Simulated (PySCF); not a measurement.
# [LaH4]−: other functionals and bases at one geometry

One table from this session's results is given with a row withheld; the runs are named, their logs left out.

Computed with PySCF 2.14.0. Level: several levels, as the steps say, no spin–orbit coupling.

1 further run of the same task is left out (for a known fault of the program).

**Starting geometry**

5 atoms, charge -1, spin multiplicity 1.

Bond lengths: La1–H2 2.218 Å, La1–H3 2.218 Å, La1–H4 2.218 Å, La1–H5 2.218 Å. Angles: H2–La1–H3 109.5°, H2–La1–H4 109.5°, H2–La1–H5 109.5°, H3–La1–H4 109.5°, H3–La1–H5 109.5°, H4–La1–H5 109.5°.

Geometry (Å):

```xyz
5
charge -1, multiplicity 1
La    0.00000    0.00000    0.00000
H     1.28048    1.28048    1.28048
H    -1.28048   -1.28048    1.28048
H     1.28048   -1.28048   -1.28048
H    -1.28048    1.28048   -1.28048
```

Formal oxidation states: La +3. The 4f shell is empty and lies in the core potential. An earlier session relaxed this geometry at PBE0, La lcecp-1-SVP with ECP46, H def2-SVP (singlet, point group Td).

At PBE0 on the finer grid: E = -33.926100 Eh, HOMO -2.15 eV, LUMO 3.49 eV, Mulliken charge on La1 +0.32 e, largest force component 0.001 eV/Å. The large-core potential holds the 4f shell empty.

Levels to run: BP86; M06-L; PBE0, TZVP. Hardware: 2 threads of Arm Neoverse V1, shared host.

Set-up of the first run:

The input, run.py (the lines that set the calculation):

```python
mol = gto.M(atom='''
La     0.00000     0.00000     0.00000
H      1.28048     1.28048     1.28048
H     -1.28048    -1.28048     1.28048
H      1.28048    -1.28048    -1.28048
H     -1.28048     1.28048    -1.28048''',
    basis={'La': 'lcecp-1-SVP', 'H': 'def2-SVP'},
    ecp={'La': 'lcecp-1-SVP'},
    charge=-1, spin=0)
mf = dft.RKS(mol, xc='B88,P86')
mf.grids.atom_grid = (75, 302)  # f atoms: unpruned, at least (60, 302)
mf = mf.density_fit()  # fitting sets: La AutoAux, H def2-universal-JKFIT
mf.conv_tol = 1e-08; mf.max_cycle = 55
mf.kernel(dm0)  # dm0: the density of the relaxed state
```

Command:

```sh
$ OMP_NUM_THREADS=2 python run.py
```

Steps of the session up to this table: BP86; M06-L; PBE0, TZVP.

One table of the session follows, with a row left open; its other results are not shown here.

| level | HOMO (eV) | gap (eV) | charge on La1 (e) | largest force component (eV/Å) |
| --- | --- | --- | --- | --- |
| PBE0 (relaxed here) | -2.15 | 5.63 | 0.32 | 0.00 |
| BP86 | -1.11 | 3.68 | 0.13 | 0.03 |
| M06-L | ? | ? | ? | ? |
| PBE0, TZVP | -2.18 | 5.66 | 0.57 | 0.00 |

Q: Estimate the row for M06-L from the others.

The run gave: HOMO (eV): -1.27; gap (eV): 4.56; charge on La1 (e): 0.63; largest force component (eV/Å): 0.07. In the column «HOMO (eV)» it lies between PBE0 (relaxed here) (-2.15) and BP86 (-1.11).

In one basis the HOMO–LUMO gap runs from 3.68 eV (BP86) to 5.63 eV (PBE0). The largest leftover force, 0.07 eV/Å with M06-L, stands at a geometry relaxed at another level. With 4f in the core, its levels are missing from HOMO and gap, and its count is fixed, so no charge can pass from the ligands into it. Total energies of different levels can't be compared.
